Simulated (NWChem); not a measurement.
# GeH2F (SMILES [F][GeH2]): U-r2SCAN/aug-cc-pVDZ, part 2 of 2

NWChem 7.3.0. The steps go on from the part before.

### 3 The singlet cation at the same level

Contents of sp.nw:

```
start sp
title "FGeH2"
memory total 2200 mb
charge 1

geometry units angstroms noautosym nocenter noautoz
   F     0.138200   -0.585400    1.442000
   Ge    0.305700   -0.223200   -0.257100
   H    -1.078800   -0.527800   -0.882000
   H     0.690400    1.276000   -0.323100
end

basis spherical bse
   F library aug-cc-pVDZ
   Ge library aug-cc-pVDZ
   H library aug-cc-pVDZ
end

dft
   xc r2scan
   grid fine
   convergence energy 1e-08
   maxiter 100
   mulliken
   print low
end

task dft energy
```

On the command line:

```bash
$ nwchem sp.nw > sp.out
```

Standard output:

```text
Northwest Computational Chemistry Package (NWChem) 7.3.0
             --------------------------------------------------------

           Job information
           ---------------

    nwchem branch   = 7.3.0
    use scalapack   = T
    input           = sp.nw
    prefix          = sp.
    data base       = ./sp.db
    status          = startup
    nproc           =        1

           Memory information
           ------------------

    heap     =     72089596 doubles =      550.0 Mbytes
    stack    =     72089601 doubles =      550.0 Mbytes
    global   =    144179200 doubles =     1100.0 Mbytes (distinct from heap & stack)
    total    =    288358397 doubles =     2200.0 Mbytes
    verify   = yes
    hardfail = no

           Directory information
           ---------------------

  0 permanent = .
  0 scratch   = .

                                NWChem Input Module
                                -------------------

                                       FGeH2
                                       -----

 Scaling coordinates for geometry "geometry" by  1.889725989
 (inverse scale =  0.529177249)

                             Geometry "geometry" -> ""
                             -------------------------

 Output coordinates in angstroms (scale by  1.889725989 to convert to a.u.)

  No.       Tag          Charge          X              Y              Z
 ---- ---------------- ---------- -------------- -------------- --------------
    1 F                    9.0000     0.13820000    -0.58540000     1.44200000
    2 Ge                  32.0000     0.30570000    -0.22320000    -0.25710000
    3 H                    1.0000    -1.07880000    -0.52780000    -0.88200000
    4 H                    1.0000     0.69040000     1.27600000    -0.32310000

      Atomic Mass
      -----------

      F                 18.998400
      Ge                73.921900
      H                  1.007825

 Effective nuclear repulsion energy (a.u.)     113.0159910217

            Nuclear Dipole moment (a.u.)
            ----------------------------
        X                 Y               Z
 ---------------- ---------------- ----------------
    20.1025271213   -22.0394962596     6.7004014377

            XYZ format geometry
            -------------------
     4
 geometry
 F                     0.13820000    -0.58540000     1.44200000
 Ge                    0.30570000    -0.22320000    -0.25710000
 H                    -1.07880000    -0.52780000    -0.88200000
 H                     0.69040000     1.27600000    -0.32310000

 ==============================================================================
                                internuclear distances
 ------------------------------------------------------------------------------
       center one      |      center two      | atomic units |  angstroms
 ------------------------------------------------------------------------------
    2 Ge               |   1 F                |     3.29820  |     1.74533
    3 H                |   2 Ge               |     2.92762  |     1.54923
    4 H                |   2 Ge               |     2.92752  |     1.54918
 ------------------------------------------------------------------------------
                         number of included internuclear distances:          3
 ==============================================================================

 ==============================================================================
                                 internuclear angles
 ------------------------------------------------------------------------------
        center 1       |       center 2       |       center 3       |  degrees
 ------------------------------------------------------------------------------
    1 F                |   2 Ge               |   3 H                |   105.43
    1 F                |   2 Ge               |   4 H                |   105.43
    3 H                |   2 Ge               |   4 H                |   113.27
 ------------------------------------------------------------------------------
                            number of included internuclear angles:          3
 ==============================================================================

                      Basis "ao basis" -> "" (spherical)
                      -----
  [basis functions not shown]

 Summary of "ao basis" -> "" (spherical)
 ------------------------------------------------------------------------------
       Tag                 Description            Shells   Functions and Types
 ---------------- ------------------------------  ------  ---------------------
 F                        aug-cc-pVDZ                9       23   4s3p2d
 Ge                       aug-cc-pVDZ               14       36   6s5p3d
 H                        aug-cc-pVDZ                5        9   3s2p

                                 NWChem DFT Module
                                 -----------------

                                       FGeH2

  Caching 1-el integrals
   Time after variat. SCF:      2.2

     ---------------------------------------------
      Total Density - Mulliken Population Analysis
     ---------------------------------------------

    Atom       Charge   Shell Charges
 -----------   ------   -------------------------------------------------------
    1 F    9     9.73   2.00  0.97  0.99  0.04  3.69  1.99  0.04  0.00  0.01
    2 Ge  32    31.30   2.00  2.00  1.99  1.21  0.42  0.07  6.00  5.94  1.07  0.47  0.01 10.08  0.02  0.03
    3 H    1     0.48   0.52 -0.00 -0.03  0.01 -0.01
    4 H    1     0.48   0.52 -0.01 -0.03  0.01 -0.01
   Time prior to 1st pass:      2.2

           Memory utilization after 1st SCF pass:
           Heap Space remaining (MW):       37.09            37091652
          Stack Space remaining (MW):       72.09            72089036

   convergence    iter        energy       DeltaE   RMS-Dens  Diis-err    time
 ---------------- ----- ----------------- --------- --------- ---------  ------
 d= 0,ls=0.0,diis     1  -2177.3811377828 -2.29D+03  4.34D-02  2.72D+00     4.9
 d= 0,ls=0.0,diis     2  -2174.9712691038  2.41D+00  3.34D-02  1.97D+01     7.6
 d= 0,ls=0.0,diis     3  -2177.5116582576 -2.54D+00  8.93D-03  1.01D+00    10.2
 d= 0,ls=0.0,diis     4  -2177.6105780620 -9.89D-02  2.77D-03  1.20D-02    12.9
 d= 0,ls=0.0,diis     5  -2177.6119458182 -1.37D-03  6.95D-04  4.72D-03    15.5
  Resetting Diis
 d= 0,ls=0.0,diis     6  -2177.6125931880 -6.47D-04  1.86D-04  5.02D-04    18.0
 d= 0,ls=0.0,diis     7  -2177.6126623423 -6.92D-05  1.22D-04  2.37D-05    20.6
 d= 0,ls=0.0,diis     8  -2177.6126468916  1.55D-05  8.63D-05  1.85D-04    23.1
 d= 0,ls=0.0,diis     9  -2177.6126648324 -1.79D-05  6.97D-06  2.71D-07    25.6
 d= 0,ls=0.0,diis    10  -2177.6126648874 -5.50D-08  1.31D-06  1.46D-08    28.0
 d= 0,ls=0.0,diis    11  -2177.6126648895 -2.05D-09  4.06D-07  4.47D-10    30.5

         Total DFT energy =    -2177.612664889467
      One electron energy =    -3246.143941271272
           Coulomb energy =     1045.334747210846
    Exchange-Corr. energy =      -89.819461850693
 Nuclear repulsion energy =      113.015991021652

 Numeric. integr. density =       41.999999289025

     Total iterative time =     28.3s

     ---------------------------------------------
      Total Density - Mulliken Population Analysis
     ---------------------------------------------

    Atom       Charge   Shell Charges
 -----------   ------   -------------------------------------------------------
    1 F    9     9.41   2.01  0.91  1.03  0.09  3.27  1.99  0.09  0.00  0.02
    2 Ge  32    30.99   2.00  2.00  2.02  1.03  0.39 -0.02  6.00  6.00  1.10  0.33 -0.00  9.92  0.20  0.01
    3 H    1     0.80   0.65  0.14 -0.00  0.01  0.00
    4 H    1     0.80   0.65  0.14 -0.00  0.01  0.00

     -------------------------------------------
      Total Density - Lowdin Population Analysis
     -------------------------------------------

    Atom       Charge   Shell Charges
 -----------   ------   -------------------------------------------------------
    1 F    9     9.27   1.92  0.94  0.80  0.14  3.13  1.97  0.30  0.00  0.06
    2 Ge  32    30.63   2.00  1.98  1.73  0.75  0.30  0.08  6.00  5.87  1.02  0.49  0.03  9.77  0.47  0.15
    3 H    1     1.05   0.52  0.30  0.05  0.03  0.16
    4 H    1     1.05   0.52  0.30  0.05  0.03  0.16

 Task  times  cpu:       30.5s     wall:       30.5s
 Total times  cpu:       30.5s     wall:       30.5s
```

Run time: 31 s. Hardware: 1 thread of AMD EPYC 9R45 (Zen 5), shared host; peak memory 0.11 GiB.

### 4 Results

What follows sums up all 2 parts.

At U-r2SCAN/aug-cc-pVDZ:

```
                                          quantity           value
                       doublet GeH2F: total energy  -2177.95828 Eh
                      doublet GeH2F: dipole moment          1.99 D
                               doublet GeH2F: ⟨S²⟩           0.753
                      singlet cation: total energy  -2177.61266 Eh
vertical ionisation energy (to the singlet cation)        9.405 eV
```

The vertical ionisation energy comes to 9.40 eV (907 kJ/mol). Only the singlet of the ionised species was computed; a triplet could lie lower.
